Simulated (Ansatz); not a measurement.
# H2NTi: the cost of one run

Method: the settings change from run to run; program: Ansatz 0.2.0, Gaussian basis.

24 further runs of the same task are left out: 7 for a known fault of the program, 5 that didn't finish, 12 set aside as unsound or not needed.

## (1) The system

The geometry is a PBE0/def2-TZVP stationary point (not a proven minimum).

4 atoms, charge 0, spin multiplicity 2.

Atoms are counted from 1 here; the program's logs count them from 0.

Bond lengths: Ti1–N2 1.875 Å, N2–H3 1.011 Å, N2–H4 1.015 Å. Angles: Ti1–N2–H3 130.7°, Ti1–N2–H4 120.1°, H3–N2–H4 109.2°.

## (2) CISD/def2-SVPD

in.yaml

```yaml
crystal:
  periodic: [false, false, false]
  atoms:
    - {symbol: Ti, position_ang: [0.000000, 0.000058, 0.488624]}
    - {symbol: N, position_ang: [0.000000, 0.006608, -1.386218]}
    - {symbol: H, position_ang: [0.000000, 0.775484, -2.042665]}
    - {symbol: H, position_ang: [0.000000, -0.870061, -1.898661]}
basis:
  gaussian: {orbitals: def2-SVPD}
magnetization: {spin_polarized: false, initial_magnetization: 1}
correlation: {active_space: {ras: {orbitals: [5, 1, 54], electrons: 11, max_holes: 2, max_particles: 2}, fixed_orbitals: true}}
accuracy: high
scf: {lower_state_search: full}
output: {forces: true}
```

Command:

```sh
> ansatz run in.yaml --threads 1 --pin off --events-out ev --progress --plain --max-ram 2393MiB
```

Q: Estimate wall time and peak memory on 1 thread of Arm Neoverse V2, shared host.

About 60 s, with a peak of 0.61 GiB.
